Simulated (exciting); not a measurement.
**TiTe: single point with PBEsol**

TiTe:

```
Ti Te
1.0
     3.63109    0.00000    0.00000
     0.00000    3.63109    0.00000
     0.00000    0.00000    3.63109
Ti Te
1 1
Direct
  0.00000 0.00000 0.00000
  0.50000 0.50000 0.50000
```

The cell comes from a database or a generator and needn't be the stable form of this composition.

```yaml
Program: exciting (release sodium)
Task: single point
Functional: PBEsol
Potentials_or_basis: all-electron LAPW+lo, shipped species files, valence relativity iora*
rgkmax: 9
k_mesh: 7 × 7 × 7
Occupations: fermi-dirac, width 0.05 eV
Spin: no spin polarisation
gmaxvr_cutoff_of_density_and_potential: 14 1/bohr
lmaxapw_and_lmaxmat: 10
lmaxvr: 8
nempty: 14
Valence_relativity: iora*
epsengy: 1e-05 Ha
epspot: 1e-05 Ha
maxscl: 60
Muffin-tin_radii: Ti 2.0, Te 2.3 bohr
```

- Band gap on the k mesh: none (metal or under the smearing width)
- All electrons inside the program's atomic spheres: Ti 19.44; Te 49.00 (radii Ti 2.0, Te 2.3 bohr)

Levels at points of the mesh, in eV from the Fermi level:
| k point | band 12 | band 13 | band 14 | band 15 | band 16 | band 17 |
| --- | --- | --- | --- | --- | --- | --- |
| (0.00, 0.00, 0.00) | -1.10 | -1.10 | -1.08 | -1.08 | 0.83 | 0.83 |

Run time: 4.1 min on 1 thread of Intel(R) Xeon(R) Processor @ 2.50GHz (Skylake/Cascade Lake), on a shared host, peak memory 0.15 GiB.

Caveat: the log's total energy holds no entropy term; the free energy is that total less TS from the occupations. The run has no spin-orbit coupling, so splittings on Te are missing.
